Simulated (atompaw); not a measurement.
# Zinc: generating and testing a PAW (atompaw) potential

Aim: build the potential from the settings below, then test how well it stands in for the atom: scattering, ghost states and the plane-wave cutoff that it needs.

Program: atompaw 4.2.0.5. Reference atom: LDA (PW92), scalar-relativistic, spherical and spin-unpolarised. All values are calculated.

## (1) The design

Typed settings, in words:

```json
{"element": "zinc (Zn, Z = 30)", "type": "PAW", "frozen core": "[Ne]", "valence charge": "20", "reference configuration": "3s2 3p6 3d10 4s2 4p0", "partial waves": "3s (bound); 4s (bound); 3p (bound); 4p (bound, empty); 3d (bound); 3d channel at -0.1 Ry", "local potential": "troulliermartins scheme with l = 3 at 0 Ry, radius 1.00 bohr", "core correction": "smooth core density matched at 1.05 bohr", "augmentation charge": "gaussian compensation charge, radius 1.30 bohr; PAW radius 1.40 bohr; waves and projectors: bloechl"}
```

The nodes and maxima of the atom's own shells, from an earlier all-electron run, set the scale for the radii.

All-electron outer shells of the reference configuration (LDA (PW92), scalar-relativistic, ld1.x):

| shell | level (eV) | outermost node (bohr) | outermost maximum (bohr) |
| --- | --- | --- | --- |
| 2s | -1156.17 | 0.07 | 0.19 |
| 2p | -1003.45 | – | 0.15 |
| 3s | -128.63 | 0.28 | 0.59 |
| 3p | -83.26 | 0.25 | 0.59 |
| 3d | -10.42 | – | 0.56 |
| 4s | -6.22 | 0.85 | 2.09 |
| 4p | -1.23 | 0.92 | 3.04 |

## (2) Generating the potential

The input, Zn.input:

```
Zn 30
LDA-PW scalarrelativistic loggrid 1500 logderivrange -11 5 401
4 4 3 0 0 0
4 1 0
0 0 0
c
c
v
v
c
v
v
v
2
1.40 1.30 1.00 1.05
n
n
y
-0.1
n
bloechl gaussian
3 0 troulliermartins
PWSCFOUT
UPFDX 0.0125d0 UPFXMIN -7.d0 UPFZMESH 30.d0
END
```

Launch:

```sh
$ atompaw < Zn.input > Zn.log
```

Before running it: what results should come out? Wanted: cutoffs for 10 and 1 mRy, occupied levels; bound ghosts; largest phase difference near zero energy, channels read; lowest eigenvalue of the overlap; share of valence orbitals outside the PAW sphere; UPF file.

As calculated:

| quantity | value |
| --- | --- |
| cutoffs for 10 and 1 mRy, occupied levels | 200 Ry and 260 Ry |
| bound ghosts | none found |
| largest phase difference near zero energy, channels read | 0.002 rad |
| lowest eigenvalue of the overlap (Bessel basis) | 0.013 (d) |
| share of valence orbitals outside the PAW sphere | 3s 1 %, 4s 92 %, 3p 3 %, 4p 98 %, 3d 15 % |
| UPF file | written |

**Reading.** The potential is very hard: the looser tolerance needs 200 Ry. It is free of bound ghosts as far as tested. Near zero energy the phases of the channels with partial waves agree within 0.002 rad.
